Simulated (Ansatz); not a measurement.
Predict the output of the script below (Ansatz 0.2.0, Python API).

The script, `torsion_c2h6geo.py`:
```python
'''Energy of C2H6GeO as one group turns about a bond.'''

import ansatz as az
from ase import Atoms

atoms = Atoms(['C', 'Ge', 'C', 'O', 'H', 'H', 'H', 'H', 'H', 'H'], positions=[
    [-0.7933, 1.3143, 0.0173],
    [0.4939, 0.0727, -0.5773],
    [0.7254, -1.4345, 0.5723],
    [-0.1317, -1.6042, -0.35],
    [-1.8089, 1.1212, -0.5002],
    [-0.9585, 1.3139, 1.1057],
    [-0.4928, 2.3847, -0.2726],
    [1.0481, 0.1489, -2.0448],
    [0.3411, -1.3175, 1.6496],
    [1.6597, -2.0505, 0.403],
])

# start the scan from a relaxed geometry
first = (
    az.Crystal.molecule_from_ase(atoms).calculation()
    .basis(gaussian='def2-SVP')
    .functional('b3lyp')
    .relax(force_tolerance=0.02, max_steps=80)
)
atoms.positions = first.run().report['positions_ang']

start = atoms.get_dihedral(2, 1, 0, 4)
energies = {}
for turn in range(0, 121, 20):
    turned = atoms.copy()
    turned.set_dihedral(2, 1, 0, 4, start + turn, indices=[0, 4, 5, 6])
    calc = (
        az.Crystal.molecule_from_ase(turned).calculation()
        .basis(gaussian='def2-SVP')
        .functional('b3lyp')
    )
    energies[round((start + turn) % 360)] = calc.run().report['free_energy_ev']
floor = min(energies.values())
print('dihedral C2-Ge1-C0-H4 (deg)   E - E(min) (kJ/mol)')
for angle, e in sorted(energies.items()):
    print(f'{angle:8d} {96.485332 * (e - floor):14.3f}  ' + '#' * int(30 * (e - floor) / max(max(energies.values()) - floor, 1e-9)))
```

```console
$ python torsion_c2h6geo.py
dihedral C2-Ge1-C0-H4 (deg)   E - E(min) (kJ/mol)
     236          0.000
     256          0.573  #######
     276          1.711  ######################
     296          2.298  ##############################
     316          1.770  #######################
     336          0.722  #########
     356          0.173  ##
```

Notes:
- The scan is rigid and the energies are electronic, in a modest basis. With rigid groups the curve can differ much from the relaxed path, the start wasn't checked as a minimum of this torsion, and equivalent turns needn't return to the same energy.
- b3lyp holds the VWN-RPA fit, as in Gaussian; the form of ORCA and Turbomole is b3lyp5.
- Wall time of the script: 97 s on 1 thread of Arm Neoverse V1, on a shared host, peak memory 0.31 GiB.
